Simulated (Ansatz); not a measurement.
# CH₅BCl₂Se: basis-set convergence

How large a basis does CH₅BCl₂Se need? Two functionals are run in growing sets.

Program: Ansatz 0.2.0, Gaussian basis. Level of theory: one geometry, several basis sets. These are calculated values, not measurements.

Plan: PBE0-D4/def2-SVP; ωB97M-V/def2-SVP; PBE0-D4/def2-QZVPP; ωB97M-V/def2-QZVPP; the functionals' def2-TZVPP values are taken from earlier runs.

## (1) The relaxed structure

The geometry comes from an earlier relaxation with PBE0-D4 in a triple-zeta def2 set; it is a stationary point, not always the lowest conformer.

10 atoms, charge 0, spin multiplicity 1.

Atoms are counted from 1 here; the program's logs count them from 0.

Bond lengths: C1–B2 1.551 Å, C1–H6 1.090 Å, C1–H7 1.098 Å, C1–H8 1.090 Å, B2–Cl3 1.757 Å, B2–Cl4 1.756 Å, Se5–H9 1.467 Å, Se5–H10 1.466 Å. Angles: B2–C1–H6 112.4°, B2–C1–H7 107.7°, B2–C1–H8 112.2°, H6–C1–H7 107.2°, H6–C1–H8 109.9°, H7–C1–H8 107.1°, C1–B2–Cl3 121.3°, C1–B2–Cl4 121.2°, Cl3–B2–Cl4 117.2°, H9–Se5–H10 91.2°.

## (2) PBE0-D4 in def2-SVP

in.yaml reads:

```yaml
crystal:
  periodic: [false, false, false]
  atoms:
    - {symbol: C, position_ang: [-1.017271, -1.120576, 0.216347]}
    - {symbol: B, position_ang: [0.363655, -0.887008, -0.449332]}
    - {symbol: Cl, position_ang: [1.854278, -1.025702, 0.469515]}
    - {symbol: Cl, position_ang: [0.508500, -0.650982, -2.183716]}
    - {symbol: Se, position_ang: [0.167109, 2.513478, 0.085257]}
    - {symbol: H, position_ang: [-1.020036, -0.851722, 1.273039]}
    - {symbol: H, position_ang: [-1.240796, -2.193940, 0.154291]}
    - {symbol: H, position_ang: [-1.819530, -0.595238, -0.302738]}
    - {symbol: H, position_ang: [0.855996, 2.422757, 1.377141]}
    - {symbol: H, position_ang: [1.431194, 2.337732, -0.636802]}
basis:
  gaussian: {orbitals: def2-SVP}
hamiltonian: {xc: pbe0, dispersion: d4}
output: {orbitals: {seedname: orbitals}}
```

On the command line:

```sh
$ ansatz run in.yaml --threads 4 --pin off --events-out ev --progress --plain --max-ram 10444MiB
```

Further steps of the session: ωB97M-V in def2-SVP; PBE0-D4 in def2-QZVPP; ωB97M-V in def2-QZVPP.

Before running them: what should the planned runs give, taken together? Wanted: PBE0-D4: double and triple zeta above quadruple; ωB97M-V: double and triple zeta above quadruple.

The runs gave:

```
                                       quantity           value
PBE0-D4: double and triple zeta above quadruple  20.66, 2.21 eV
ωB97M-V: double and triple zeta above quadruple  20.58, 2.12 eV
```

What this shows: For PBE0-D4 the step from double to triple zeta gains 18.46 eV and the next only 2.21 eV. Total energies overstate the basis error of differences, where much of it tends to cancel. The LUMO of ωB97M-V is positive and keeps falling with the basis (1.41 to 0.89 eV): an unbound level that the basis holds in place.
